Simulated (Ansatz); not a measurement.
# HfTa3N2: the cost of one run

Program: Ansatz 0.2.0. Level of theory: DFT PBE, scalar-relativistic, plane waves, PAW. These are calculated values, not measurements.

## (1) The starting structure

Symmetry: R-3m, No. 166, trigonal system. The conventional cell has a = 5.012 Å, b = 5.012 Å, c = 12.158 Å, α = 90.00°, β = 90.00°, γ = 120.00°. Hf (site symmetry -3m) has 6 Ta at 2.49 Å and 6 N at 2.94 Å as nearest neighbours. Ta (site symmetry 2/m) is surrounded by 2 Hf at 2.49 Å and 4 Ta at 2.51 Å and 6 N at 2.92 to 2.94 Å. N (site symmetry 3m) has 9 Ta at 2.92 to 2.94 Å and 3 Hf at 2.94 Å and 1 N at 2.98 Å as nearest neighbours.

As a file:

```cif
data_structure
_symmetry_space_group_name_H-M 'R-3m:H'
_symmetry_Int_Tables_number 166
_cell_length_a 5.0120
_cell_length_b 5.0120
_cell_length_c 12.1582
_cell_angle_alpha 90.000
_cell_angle_beta 90.000
_cell_angle_gamma 120.000
_cell_volume 264.50
loop_
_atom_site_label
_atom_site_type_symbol
_atom_site_symmetry_multiplicity
_atom_site_Wyckoff_symbol
_atom_site_fract_x
_atom_site_fract_y
_atom_site_fract_z
_atom_site_occupancy
Hf1 Hf 3 a 0.00000 0.00000 0.00000 1
Ta1 Ta 9 d 0.83333 0.16667 0.16667 1
N1 N 6 c 0.33333 0.66667 0.28926 1
```

Recipe of the guess: species swapped into a database cell of Gd2AlFe3 (R-3m, No. 166), with N on the Gd sites, Hf on the Al sites and Ta on the Fe sites. The dimensions are guesses.

## (2) Probe: one point on a coarse mesh

File input.yaml:

```yaml
crystal:
  lattice:
    - [2.5060086, 1.44684474, 4.05272323]
    - [-2.5060086, 1.44684474, 4.05272323]
    - [0.0, -2.89368948, 4.05272323]
  atoms:
    - { symbol: Hf, position: [0.0, 0.0, 0.0] }
    - { symbol: Ta, position: [0.0, 0.5, 0.0] }
    - { symbol: Ta, position: [0.5, 0.0, 0.0] }
    - { symbol: Ta, position: [0.0, 0.0, 0.5] }
    - { symbol: "N", position: [0.622594, 0.622594, 0.622594] }
    - { symbol: "N", position: [0.377406, 0.377406, 0.377406] }
basis:
  ecutwfc: 420
kpoints:
  mp_grid: { grid: [6, 6, 6] }
hamiltonian:
  xc: pbe
scf:
  occupations: { method: gaussian, width: 0.1 }
  lower_state_search: "off"
output:
  forces: true
  stress: true
  eigenvalues: true
```

Run with:

```
ansatz run input.yaml --threads 1 --pin off --max-ram 2560MiB --backend cpu --events-out ev --progress --plain --runs-dir out
```

**Question.** How long does this run take on 1 thread of AMD EPYC (Zen 3), shared host, and how much memory does it need?

About 13 s, with a peak of 0.45 GiB.
